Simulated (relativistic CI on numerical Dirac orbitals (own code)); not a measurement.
# Pd¹⁹⁺: one ion under different settings

Aim: see what numerical and physical settings do to the SCF, the total energy and the lowest levels of Pd¹⁹⁺.

Program: relativistic CI on numerical Dirac orbitals (own code) version 3. Level of theory: Dirac-Coulomb-Breit CI, KLI orbitals optimised for each configuration, model QED (radiative potential, 1s self-energy scaled to tabulated hydrogen-like ionisation energies), numerical settings as typed. These are calculated values, not measurements, unless marked.

## 1. The system

- ion: Pd¹⁹⁺ (Pd XX)
- nuclear charge: 46
- electrons: 27
- isotope: A = 106

## 2. The usual input

Settings of the run:

```ini
atom Pd  Z=46  charge=19  electrons=27
nucleus A=106  rms_radius_fm=4.5318
hamiltonian dirac-coulomb  breit=on  qed=on  c_scale=1
orbitals kli  potential=per-configuration
slater_scale 1
correlation none
mixing on
grid step=0.0125 r_max=5.5
scf mixing=0.4 start=green max_iterations=150 tolerance=2e-08 node_fill=0.05
configurations
  [Ar] 3d9
  [Ne] 3s2 3p5 3d10
  [Ne] 3s 3p6 3d10
end
```

The run is started by

```
$ python run_levels.py task.json out
```

The settings of every run stand in task.json; they run in order.

## 3. QED terms off

Changes to the settings of step 2:

```diff
@@ -2,3 +2,3 @@
 nucleus A=106  rms_radius_fm=4.5318
-hamiltonian dirac-coulomb  breit=on  qed=on  c_scale=1
+hamiltonian dirac-coulomb  breit=on  qed=off  c_scale=1
 orbitals kli  potential=per-configuration
```

## 4. Node fill 0

Settings of the run:

```ini
atom Pd  Z=46  charge=19  electrons=27
nucleus A=106  rms_radius_fm=4.5318
hamiltonian dirac-coulomb  breit=on  qed=on  c_scale=1
orbitals kli  potential=per-configuration
slater_scale 1
correlation none
mixing on
grid step=0.0125 r_max=5.5
scf mixing=0.4 start=green max_iterations=150 tolerance=2e-08 node_fill=0
configurations
  [Ar] 3d9
  [Ne] 3s2 3p5 3d10
  [Ne] 3s 3p6 3d10
end
```

## 5. Nuclear radius 4531.8

Settings of the run:

```ini
atom Pd  Z=46  charge=19  electrons=27
nucleus A=106  rms_radius_fm=4531.8000
hamiltonian dirac-coulomb  breit=on  qed=on  c_scale=1
orbitals kli  potential=per-configuration
slater_scale 1
correlation none
mixing on
grid step=0.0125 r_max=5.5
scf mixing=0.4 start=green max_iterations=76 tolerance=2e-08 node_fill=0.05
configurations
  [Ar] 3d9
  [Ne] 3s2 3p5 3d10
  [Ne] 3s 3p6 3d10
end
```

(Steps that only read results are left out.)

What does the calculation give? Wanted: lowest level, usual settings; total energy; first excitation.

The runs gave:

| setting | total energy less usual (Ha) | largest shift of a level among the lowest eight of both runs, same label and place (cm⁻¹) | SCF iterations | time | lowest level | kind of change |
| --- | --- | --- | --- | --- | --- | --- |
| usual | 0 | 0 | 30 | 0.11 s | 3d9 2D5/2 | - |
| QED terms off | -2.21 | 4970 | 30 | 0.078 s | 3d9 2D5/2 | model term |
| node fill 0 | 0.0022 | 116 | 30 | 0.11 s | 3d9 2D5/2 | numerical |
| nuclear radius 4531.8 | 1.95e+03 | 4.73e+06 | 33 | 0.11 s | 3s 3p6 3d10 2S1/2 | unsound |

```
                    quantity          value
lowest level, usual settings      3d9 2D5/2
                total energy  -4882.0854 Ha
            first excitation     45468 cm⁻¹
```

What this shows: The lowest level changes under «nuclear radius 4531.8». Among the runs whose levels can be followed, they move most under «nuclear radius 4531.8» (unsound), by up to 4.73e+06 cm⁻¹. Only the listed configurations are in the model.
